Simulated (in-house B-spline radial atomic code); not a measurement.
# Al⁶⁺: ionisation energy by several methods

One table from this session's results is given with a row withheld; the runs are named, their logs left out.

Program: in-house B-spline radial atomic code version 1. Level of theory: non-relativistic, several functionals, spin-polarised; spherical all-electron atom at the radial basis limit. These are calculated values, not measurements, unless marked.

## The atom as given

- element: aluminium (Z = 13)
- charge: +6
- electrons: 7
- configuration: [He] 2s2 2p3
- nucleus: point

The outer shells:

[He] 2s2 2p3
```
[He] core
2s [↑↓]
2p [↑ ][↑ ][↑ ]
```

Where spins are not typed, each open shell is filled with up spins first.

Set-up of the first run:

Input settings:

```ini
Z = 13
electrons = 7.0
configuration = [He] 2s2 2p3
hamiltonian = nr
method = scan,scan
spin_polarised = True
```

Steps of the session up to this table: SCAN; TPSS; LDA (PW92); M06-L; OLYP; exchange-only LDA; RPBE; LDA (VWN5); revTPSS.

One of the session's tables, all rows but one given; the rest of the session is left out.

```
           method  ΔSCF (eV)
       LDA (PW92)     242.27
exchange-only LDA     240.61
       LDA (VWN5)          ?
             OLYP     243.30
             RPBE     242.45
             SCAN     244.68
             TPSS     242.98
            M06-L     244.53
          revTPSS     242.66
```

Q: Estimate the row for LDA (VWN5) from the others.

As computed: ΔSCF (eV): 242.29. In the column «ΔSCF (eV)» it lies between LDA (PW92) (242.27) and RPBE (242.45).

Against the tabulated ionisation energy, 241.76 ± 0.09 eV (semi-empirical; NIST Atomic Spectra Database), the best here is LDA (PW92) (+0.51 eV) and the worst SCAN (+2.92 eV, or 1.2 %). Mean absolute error by rung (exchange-only levels left out): LDA 0.52 eV, GGA 1.12 eV, meta-GGA 1.95 eV. These runs lack relativity altogether, which can outweigh the gaps between the methods, so the nearest may be so by luck. Open shells are averaged (over orientations, and over spins where the run is restricted), while tables refer to the lowest levels. For the semilocal functionals minus the highest level recovers only 91 to 92 % of their own ΔSCF value, a mark of self-interaction.

Members of this set that are not shown: 12 used exact exchange with fractional occupations of an open shell, which is unsound here.
